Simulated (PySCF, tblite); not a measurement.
**H5NO3Si, a small molecule taken as a stand-in for a surface group (hydroxylated Si): NMR shifts, core binding energies and electronic excitations**

Wanted: the NMR shifts, core binding energies and electronic excitations for `N[Si](O)(O)O`.

Computed with tblite 0.8.0 and PySCF 2.14.0; each step states its level. No surroundings beyond the atoms listed, unless a continuum is named. Atoms count from 0, parts from 1.

## (1) The system as given

10 atoms, charge 0, multiplicity 1; geometry: distance geometry start.

## (2) Relaxing the cluster with GFN2-xTB

The job: settings as JSON, then the geometry in Å.

```
{"job": {"kind": "relax", "xc": "GFN2-xTB", "basis": "xTB"}, "charge": 0, "multiplicity": 1}
O     -0.661697    -1.484696    -0.820195
Si     0.021647    -0.375404     0.371158
O      0.335103     1.192772    -0.377989
O      1.527896    -1.065439     0.998334
N     -1.137204    -0.176859     1.741785
H     -1.164197    -1.229957    -1.595127
H      0.723470     1.317661    -1.251482
H      2.044937    -0.639695     1.726008
H     -0.807875     0.390856     2.506389
H     -1.723303    -0.989831     1.978103
```

With the program's defaults for keys left out, this is: GFN2-xTB geometry optimisation, gas phase.

On the command line:

```bash
$ OMP_NUM_THREADS=1 python cluster_run.py task.json out
```

This one command runs all jobs of the session in turn.

Standard output:

```text
step      E/eV     max force
  0    -530.79531    2.707
  1    -531.11877    1.747
  2    -531.53661    2.234
  3    -531.63989    0.777
  4    -531.67761    0.611
  5    -531.77435    1.086
  6    -531.82554    0.838
  7    -531.84769    0.297
  8    -531.85085    0.109
  9    -531.85252    0.132
 10    -531.85552    0.224
 11    -531.85946    0.244
 12    -531.86282    0.197
 13    -531.86517    0.141
 14    -531.86734    0.156
 15    -531.87081    0.199
 16    -531.87565    0.208
 17    -531.87914    0.151
 18    -531.88077    0.104
 19    -531.88228    0.127
 20    -531.88442    0.166
 21    -531.88686    0.185
 22    -531.88951    0.183
 23    -531.89214    0.184
 24    -531.89530    0.183
 25    -531.89902    0.204
 26    -531.90344    0.175
 27    -531.90456    0.226
 28    -531.90652    0.177
 29    -531.90762    0.113
 30    -531.91057    0.115
 31    -531.91163    0.100
 32    -531.91270    0.081
 33    -531.91324    0.085
 34    -531.91437    0.102
 35    -531.91643    0.199
 36    -531.91947    0.255
 37    -531.92180    0.178
 38    -531.92281    0.101
 39    -531.92259    0.160
 40    -531.92341    0.070
 41    -531.92367    0.061
 42    -531.92452    0.132
 43    -531.92552    0.155
 44    -531.92689    0.127
 45    -531.92803    0.095
 46    -531.92904    0.103
 47    -531.93035    0.154
 48    -531.93167    0.081
 49    -531.93287    0.073
 50    -531.93328    0.063
 51    -531.93391    0.071
 52    -531.93490    0.102
 53    -531.93712    0.175
 54    -531.93905    0.207
 55    -531.94080    0.179
 56    -531.94212    0.174
 57    -531.94323    0.153
 58    -531.94403    0.136
 59    -531.94491    0.069
 60    -531.94574    0.225
 61    -531.94637    0.096
 62    -531.94666    0.052
 63    -531.94685    0.085
 64    -531.94699    0.080
 65    -531.94722    0.034
 66    -531.94740    0.048
 67    -531.94758    0.042
 68    -531.94766    0.029
 69    -531.94779    0.050
 70    -531.94803    0.092
 71    -531.94868    0.164
 72    -531.94959    0.209
 73    -531.95109    0.183
 74    -531.95194    0.476
 75    -531.94372    0.702
 76    -531.95515    0.157
 77    -531.95606    0.231
 78    -531.95806    0.230
 79    -531.96090    0.327
 80    -531.96074    0.327
 81    -531.96384    0.528
 82    -531.96658    0.146
 83    -531.96917    0.147
 84    -531.94485    1.479
 85    -531.97469    0.131
 86    -531.97837    0.147
 87    -531.92926    1.897
 88    -531.98454    0.117
 89    -531.98857    0.136
 90    -531.94082    1.674
 91    -531.99326    0.124
 92    -531.99600    0.151
 93    -531.99479    0.638
 94    -532.00006    0.182
 95    -532.00121    0.207
 96    -532.00352    0.300
 97    -532.00539    0.235
 98    -532.01197    0.241
 99    -532.01361    0.206
100    -532.01541    0.232
101    -532.01637    0.211
102    -532.01776    0.116
103    -532.02004    0.119
104    -532.02198    0.208
105    -532.02424    0.146
106    -532.02594    0.229
107    -532.02904    0.328
108    -532.03313    0.185
109    -532.03613    0.354
110    -532.04057    0.166
111    -532.04332    0.228
112    -532.04502    0.256
113    -532.04533    0.274
114    -532.04727    0.098
115    -532.04789    0.057
116    -532.04835    0.291
117    -532.04986    0.068
118    -532.05036    0.060
119    -532.05097    0.109
120    -532.05126    0.103
121    -532.05151    0.064
122    -532.05212    0.062
123    -532.05244    0.059
124    -532.05260    0.059
125    -532.05278    0.068
126    -532.05295    0.064
127    -532.05313    0.055
128    -532.05343    0.048
129    -532.05367    0.037
130    -532.05382    0.041
131    -532.05395    0.045
132    -532.05409    0.042
133    -532.05426    0.042
134    -532.05442    0.040
135    -532.05456    0.074
136    -532.05471    0.036
137    -532.05491    0.033
138    -532.05503    0.031
139    -532.05518    0.029
140    -532.05524    0.018
141    -532.05525    0.009
142    -532.05526    0.013
143    -532.05528    0.015
144    -532.05530    0.012
145    -532.05531    0.010
146    -532.05534    0.011
147    -532.05536    0.014
148    -532.05538    0.018
149    -532.05541    0.018
150    -532.05544    0.015
151    -532.05547    0.016
152    -532.05551    0.020
153    -532.05558    0.022
154    -532.05565    0.018
155    -532.05575    0.020
156    -532.05585    0.024
157    -532.05595    0.040
158    -532.05602    0.034
159    -532.05607    0.051
160    -532.05613    0.033
161    -532.05621    0.026
162    -532.05625    0.136
163    -532.05658    0.040
164    -532.05707    0.040
165    -531.99895    1.944
166    -532.05723    0.078
167    -532.05728    0.057
168    -532.05731    0.055
169    -532.05729    0.068
170    -532.05736    0.054
171    -532.05742    0.045
172    -532.05761    0.040
173    -532.05799    0.057
174    -532.05811    0.278
175    -532.05882    0.064
176    -532.05938    0.059
177    -531.99648    1.904
178    -532.05980    0.043
179    -532.06008    0.042
180    -532.05919    0.508
181    -532.06125    0.049
182    -532.06190    0.055
183    -532.05110    1.022
184    -532.06246    0.061
185    -532.06287    0.069
186    -532.05224    0.920
187    -532.06348    0.050
188    -532.06390    0.049
189    -532.06013    0.540
190    -532.06448    0.041
191    -532.06481    0.048
192    -532.06444    0.260
193    -532.06528    0.063
194    -532.06544    0.069
195    -532.06567    0.117
196    -532.06583    0.074
197    -532.06605    0.011
198    -532.06617    0.043
199    -532.06623    0.012
200    -532.06626    0.014
201    -532.06626    0.014
202    -532.06637    0.007
```

Wall time 3 s (1 thread of Intel Xeon Platinum 8259CL at 2.50GHz, shared host).

Step by step:

| step | energy from step 0 (eV) | largest force (eV/Å) |
| --- | --- | --- |
| 0 | 0.0000 | 2.7072 |
| 8 | -1.0555 | 0.1091 |
| 16 | -1.0803 | 0.2073 |
| 24 | -1.1000 | 0.1824 |
| 32 | -1.1174 | 0.0817 |
| 40 | -1.1281 | 0.0692 |
| 48 | -1.1364 | 0.0803 |
| 56 | -1.1468 | 0.1750 |
| 64 | -1.1517 | 0.0793 |
| 72 | -1.1543 | 0.2092 |
| 80 | -1.1654 | 0.3271 |
| 88 | -1.1892 | 0.1168 |
| 96 | -1.2082 | 0.3001 |
| 104 | -1.2267 | 0.2087 |
| 112 | -1.2497 | 0.2557 |
| 120 | -1.2559 | 0.1029 |
| 128 | -1.2581 | 0.0483 |
| 136 | -1.2594 | 0.0362 |
| 144 | -1.2600 | 0.0122 |
| 152 | -1.2602 | 0.0195 |
| 160 | -1.2608 | 0.0330 |
| 168 | -1.2620 | 0.0552 |
| 176 | -1.2641 | 0.0588 |
| 184 | -1.2672 | 0.0606 |
| 192 | -1.2691 | 0.2598 |
| 200 | -1.2710 | 0.0140 |
| 202 | -1.2711 | 0.0073 |

Distances of close pairs at the start and the end, largest changes first:

| bond | before (Å) | after (Å) | change (Å) |
| --- | --- | --- | --- |
| Si1–O2 | 1.766 | 1.622 | -0.144 |
| Si1–O3 | 1.772 | 1.631 | -0.141 |
| O0–Si1 | 1.765 | 1.632 | -0.133 |
| Si1–N4 | 1.806 | 1.726 | -0.080 |
| O3–H7 | 0.989 | 0.953 | -0.036 |
| N4–H9 | 1.030 | 1.007 | -0.023 |
| O2–H6 | 0.964 | 0.952 | -0.012 |
| O0–H5 | 0.958 | 0.951 | -0.007 |

## (3) Geometry optimisation at PBE0-D3(BJ)/def2-SVP

The job: settings as JSON, then the geometry in Å.

```
{"job": {"xc": "PBE0", "basis": "def2-SVP", "d3": "d3bj", "grid": 2, "kind": "geom", "shake": 0.01}, "charge": 0, "multiplicity": 1}
O     -0.320580    -0.786868    -1.469937
Si     0.181317    -0.011703    -0.128283
O      0.881482     1.364803    -0.617191
O      1.344966    -0.871462     0.672297
N     -1.169543     0.320612     0.880394
H     -0.791205    -1.593196    -1.398720
H      0.423413     1.930938    -1.198658
H      2.230238    -0.836100     0.366679
H     -0.988632     0.907064     1.717540
H     -1.749904    -0.449672     1.177352
```

Standard output:

```text
step   0  E = -572.36699142  max force = 0.026487
step   1  E = -572.37106821  max force = 0.005138
step   2  E = -572.37123164  max force = 0.001286
step   3  E = -572.37133166  max force = 0.002268
step   4  E = -572.37151857  max force = 0.003532
step   5  E = -572.37170063  max force = 0.003425
step   6  E = -572.37194818  max force = 0.002190
step   7  E = -572.37218898  max force = 0.002138
step   8  E = -572.37245002  max force = 0.002878
step   9  E = -572.37254476  max force = 0.001870
step  10  E = -572.37268710  max force = 0.001717
step  11  E = -572.37273397  max force = 0.001124
step  12  E = -572.37274936  max force = 0.000406
step  13  E = -572.37275102  max force = 0.000088
optimisation converged
```

It took 89 s on 1 thread of Intel Xeon Platinum 8259CL at 2.50GHz, shared host; peak memory 0.52 GiB.

Step by step:

| step | energy from step 0 (eV) | largest force component (eV/Å) |
| --- | --- | --- |
| 0 | 0.0000 | 1.3620 |
| 1 | -0.1109 | 0.2642 |
| 2 | -0.1154 | 0.0661 |
| 3 | -0.1181 | 0.1166 |
| 4 | -0.1232 | 0.1816 |
| 5 | -0.1281 | 0.1761 |
| 6 | -0.1349 | 0.1126 |
| 7 | -0.1414 | 0.1099 |
| 8 | -0.1485 | 0.1480 |
| 9 | -0.1511 | 0.0962 |
| 10 | -0.1550 | 0.0883 |
| 11 | -0.1563 | 0.0578 |
| 12 | -0.1567 | 0.0209 |
| 13 | -0.1567 | 0.0045 |

Distances of close pairs at the start and the end, largest changes first:

| bond | before (Å) | after (Å) | change (Å) |
| --- | --- | --- | --- |
| Si1–O2 | 1.620 | 1.655 | +0.035 |
| O0–Si1 | 1.629 | 1.659 | +0.030 |
| O2–H6 | 0.932 | 0.961 | +0.029 |
| N4–H8 | 1.038 | 1.011 | -0.027 |
| O3–H7 | 0.937 | 0.962 | +0.025 |
| O0–H5 | 0.936 | 0.961 | +0.025 |
| Si1–N4 | 1.718 | 1.704 | -0.014 |
| N4–H9 | 1.009 | 1.011 | +0.002 |

The next job starts from the end point, and lists it.

| at the end point | value |
| --- | --- |
| point group (found at 0.08 Å tolerance) | C1 |
| rotational constants (GHz, main isotopes) | 4.024, 3.772, 3.655 |
| dipole moment (D) | 1.21 |

## (4) Nuclear shieldings: PBE0/pcSseg-2

The job: settings as JSON, then the geometry in Å.

```
{"job": {"kind": "nmr", "xc": "PBE0", "basis": "pcSseg-2"}, "charge": 0, "multiplicity": 1}
O     -0.470838    -0.901041    -1.386510
Si     0.173201    -0.011904    -0.143190
O      0.852696     1.354407    -0.783237
O      1.429427    -0.783643     0.607127
N     -1.085297     0.291233     0.964955
H     -0.480476    -1.851577    -1.245984
H      0.240249     1.979046    -1.180421
H      2.293715    -0.563695     0.245704
H     -0.919575     0.610624     1.910138
H     -1.997480    -0.126778     0.843287
```

With the program's defaults for keys left out, this is: GIAO PBE0/pcSseg-2 NMR shielding, non-relativistic, gas phase.

Standard output:

```text
coarse grid: 9048 points
cycle   1  E = -572.6086895128  dE =  6.537e-01  |g| = 1.193e+00  |ddm| = 2.319e+00
cycle   2  E = -572.3497348422  dE =  2.590e-01  |g| = 1.692e+00  |ddm| = 1.431e+00
cycle   3  E = -572.8544571010  dE = -5.047e-01  |g| = 9.041e-02  |ddm| = 9.158e-01
cycle   4  E = -572.8553783084  dE = -9.212e-04  |g| = 5.557e-02  |ddm| = 6.522e-02
cycle   5  E = -572.8559882576  dE = -6.099e-04  |g| = 6.635e-03  |ddm| = 2.901e-02
cycle   6  E = -572.8559952479  dE = -6.990e-06  |g| = 1.409e-03  |ddm| = 3.629e-03
final grid: 83408 points
cycle   7  E = -572.8491246409  dE = -6.627e-05  |g| = 7.940e-03  |ddm| = 1.775e-02
cycle   8  E = -572.8491103455  dE =  1.430e-05  |g| = 1.176e-02  |ddm| = 8.978e-03
cycle   9  E = -572.8491357493  dE = -2.540e-05  |g| = 3.863e-04  |ddm| = 5.544e-03
cycle  10  E = -572.8491357613  dE = -1.204e-08  |g| = 2.636e-04  |ddm| = 2.776e-04
cycle  11  E = -572.8491357731  dE = -1.179e-08  |g| = 5.816e-05  |ddm| = 1.448e-04
cycle  12  E = -572.8491357737  dE = -5.443e-10  |g| = 1.379e-05  |ddm| = 3.155e-05
converged SCF energy = -572.8491357737

GIAO shielding tensors (ppm)
atom      isotropic    diamagn.    paramagn.     s11        s22        s33       span
  0 O      273.551     386.988    -113.436    244.144    256.753    319.757     75.613
  1 Si     394.238     874.871    -480.633    375.245    400.697    406.773     31.528
  2 O      270.419     387.139    -116.719    245.427    250.856    314.975     69.548
  3 O      276.439     386.186    -109.747    247.262    259.769    322.286     75.024
  4 N      239.609     319.006     -79.396    211.534    233.908    273.386     61.852
  5 H       29.810      31.605      -1.795     22.597     24.308     42.526     19.929
  6 H       29.764      31.420      -1.656     22.302     24.317     42.673     20.371
  7 H       29.627      31.068      -1.441     21.686     24.716     42.480     20.794
  8 H       30.429      31.170      -0.741     23.742     25.939     41.607     17.865
  9 H       30.307      31.496      -1.189     23.678     26.546     40.696     17.018
```

Run time: 42 s. Hardware: 1 thread of Intel Xeon Platinum 8259CL at 2.50GHz, shared host; peak memory 0.94 GiB.

Shifts follow as δ = σ(reference) − σ, with reference shieldings (ppm) from runs at the same level and on the same kind of geometry: 1H TMS 31.25, 29Si TMS 341.3, 15N NH3 261.7, 17O H2O 328.2. The references are single molecules in the gas phase, so shifts against H2O, NH3, PH3, H3PO4 or CFCl3 are not on the usual liquid scales and can be off by tens of ppm.

| atoms | environment | σ (ppm) | δ (ppm) |
| --- | --- | --- | --- |
| H7 | hydrogen on an oxygen bonded to Si | 29.63 | 1.62 |
| H6 | hydrogen on an oxygen bonded to Si | 29.76 | 1.48 |
| H5 | hydrogen on an oxygen bonded to Si | 29.81 | 1.43 |
| H9 | hydrogen on a nitrogen bonded to Si | 30.31 | 0.94 |
| H8 | hydrogen on a nitrogen bonded to Si | 30.43 | 0.82 |
| O2 | oxygen bonded to Si, H | 270.4 | 57.7 |
| O0 | oxygen bonded to Si, H | 273.6 | 54.6 |
| O3 | oxygen bonded to Si, H | 276.4 | 51.7 |
| Si1 | silicon bonded to N, 3 O | 394.2 | -53.0 |
| N4 | nitrogen bonded to Si, 2 H | 239.6 | 22.1 |

Charges from the same density, by scheme (e):

| atoms | Mulliken | IAO | Hirshfeld | ESP fit |
| --- | --- | --- | --- | --- |
| O0 | -0.54 | -0.82 | -0.32 | -0.77 |
| Si1 | 1.19 | 1.66 | 0.54 | 1.36 |
| O2 | -0.53 | -0.82 | -0.32 | -0.79 |
| O3 | -0.53 | -0.82 | -0.32 | -0.78 |
| N4 | -0.59 | -0.90 | -0.33 | -1.21 |

Mayer bond orders: O0–Si1 1.01, Si1–O2 1.04, Si1–O3 1.04, Si1–N4 1.07.

Orbitals, density, ELF and potential are computed afterwards from the orbital file.

Frontier orbitals at PBE0/pcSseg-2, with the share of their density that lies nearest to each atom:

| orbital | energy (eV) | lies on |
| --- | --- | --- |
| HOMO | -7.72 | N4 67 %; H8, H9 about 9 % each |
| LUMO | 0.05 | H5 20 %; H6, H7, H9 about 14 % each; H8 12 % |

ELF in a plane through or near 3 of the atoms.

Values, 10 rows by 14 columns:
```
0.00 0.00 0.00 0.00 0.00 0.00 0.00 0.00 0.00 0.00 0.00 0.00 0.00 0.00
0.00 0.00 0.00 0.00 0.00 0.00 0.00 0.00 0.00 0.00 0.00 0.00 0.00 0.00
0.00 0.00 0.00 0.00 0.00 0.14 0.64 0.30 0.01 0.00 0.00 0.00 0.00 0.00
0.00 0.00 0.00 0.00 0.01 0.16 0.50 0.32 0.02 0.02 0.14 0.03 0.00 0.00
0.00 0.00 0.00 0.00 0.03 0.14 0.33 0.23 0.29 0.64 0.98 0.65 0.01 0.00
0.00 0.00 0.00 0.00 0.03 0.14 0.63 0.30 0.85 0.35 0.76 0.25 0.01 0.00
0.00 0.00 0.00 0.04 0.43 0.73 0.79 0.16 0.51 0.74 0.51 0.07 0.00 0.00
0.00 0.00 0.00 0.02 0.33 0.65 0.58 0.08 0.01 0.05 0.03 0.00 0.00 0.00
0.00 0.00 0.00 0.00 0.00 0.02 0.02 0.00 0.00 0.00 0.00 0.00 0.00 0.00
0.00 0.00 0.00 0.00 0.00 0.00 0.00 0.00 0.00 0.00 0.00 0.00 0.00 0.00
```
The map spans 9.5 Å across and 9.5 Å up, centred on the molecule. Atoms in the plane (x, y in Å): Si1 (-0.2, 0.0), N4 (1.5, -0.2), H9 (2.1, 0.4).

On the surface of density 0.002 e/bohr³ the electrostatic potential runs, from the 1st to the 99th percentile, from -1.41 V near O3 to 2.42 V near H5.

[end of part 1 of 2]
